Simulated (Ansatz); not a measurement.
# C2H6S2Si: one species, many methods

Aim: compute C2H6S2Si with functionals from several rungs and with coupled cluster. The yardstick is the atomisation energy at the CCSD(T) limit.

The runs use Ansatz 0.2.0, Gaussian basis; functionals in def2-TZVPP, the program's frozen cores in correlated methods.

The runs, in order: PBE-D4, r2SCAN-D4, PBE0-D4, B3LYP-D4, ωB97X-V, ωB97M-V, B2PLYP; CCSD(T)/def2-TZVPP; MP2/def2-QZVPP; extrapolation to the limit.

### 1 Structure used throughout

All runs share one geometry, relaxed beforehand with PBE0-D4 in a triple-zeta def2 set.

SMILES `[SiH3]S/C=C/S`, 11 atoms, charge 0, spin multiplicity 1.

Atoms are counted from 1 here; the program's logs count them from 0.

Bond lengths: Si1–S2 2.137 Å, Si1–H6 1.484 Å, Si1–H7 1.486 Å, Si1–H8 1.485 Å, S2–C3 1.761 Å, C3–C4 1.331 Å, C3–H9 1.087 Å, C4–S5 1.748 Å, C4–H10 1.085 Å, S5–H11 1.342 Å. Angles: S2–Si1–H6 106.1°, S2–Si1–H7 109.6°, S2–Si1–H8 111.6°, H6–Si1–H7 110.5°, H6–Si1–H8 110.2°, H7–Si1–H8 108.8°, Si1–S2–C3 98.1°, S2–C3–C4 121.7°, S2–C3–H9 117.0°, C4–C3–H9 121.1°, C3–C4–S5 122.0°, C3–C4–H10 120.8°, S5–C4–H10 117.1°, C4–S5–H11 96.6°.

### 2 PBE-D4 (GGA)

The input, in.yaml:

```yaml
crystal:
  periodic: [false, false, false]
  atoms:
    - {symbol: Si, position_ang: [-1.757933, 0.712260, 1.360048]}
    - {symbol: S, position_ang: [0.374837, 0.830107, 1.300568]}
    - {symbol: C, position_ang: [0.602284, 0.347935, -0.377370]}
    - {symbol: C, position_ang: [1.447451, -0.622167, -0.718056]}
    - {symbol: S, position_ang: [1.880278, -0.929687, -2.383797]}
    - {symbol: H, position_ang: [-2.165421, 1.281981, 2.667888]}
    - {symbol: H, position_ang: [-2.332114, 1.508840, 0.244345]}
    - {symbol: H, position_ang: [-2.230862, -0.690316, 1.240899]}
    - {symbol: H, position_ang: [0.080793, 0.929315, -1.132874]}
    - {symbol: H, position_ang: [1.959102, -1.204369, 0.040635]}
    - {symbol: H, position_ang: [2.206984, -2.220897, -2.221686]}
basis:
  gaussian: {orbitals: def2-TZVPP}
hamiltonian: {xc: pbe, dispersion: d4}
output: {forces: true, orbitals: {seedname: orbitals}}
```

Started as:

```bash
$ ansatz run in.yaml --threads 4 --pin off --events-out ev --progress --plain --max-ram 10444MiB
```

Further steps of the session: r2SCAN-D4 (meta-GGA); PBE0-D4 (hybrid); B3LYP-D4 (hybrid); ωB97X-V (range-separated); ωB97M-V (range-separated); B2PLYP (double hybrid); CCSD(T) in def2-TZVPP; MP2 in def2-QZVPP.

Q: Predict the results of all the runs planned. Wanted: atomisation energy, CCSD(T)/CBS; farthest; mean size of error, hybrid; mean size of error, range-separated; gap, smallest and largest; T1 diagnostic; triples share of the correlation energy.

As calculated:

| quantity | value |
| --- | --- |
| atomisation energy, CCSD(T)/CBS | 39.284 eV |
| functionals within 0.196 eV (0.5 %) | PBE0-D4, B3LYP-D4 |
| farthest | PBE-D4 (+0.813 eV) |
| mean size of error, hybrid | 0.106 eV |
| mean size of error, range-separated | 0.227 eV |
| gap, smallest and largest | 3.83 eV (PBE-D4), 10.10 eV (ωB97X-V) |
| T1 diagnostic | 0.0124 |
| triples share of the correlation energy | 4.6 % |

In words: PBE-D4 is off by +0.813 eV. Double hybrids carry the basis error of their MP2 part in triple zeta, and no dispersion term here, so their miss is partly the set-up's. Misses under about 0.196 eV are within the doubt on the reference itself, which lacks core-valence correlation, relativity and higher excitations. Hartree-Fock recovers 72 % of the binding; the rest is correlation. Orbital gaps span 3.8 to 10.1 eV; exact exchange widens them. The restricted reference is unstable towards a spin-broken one.
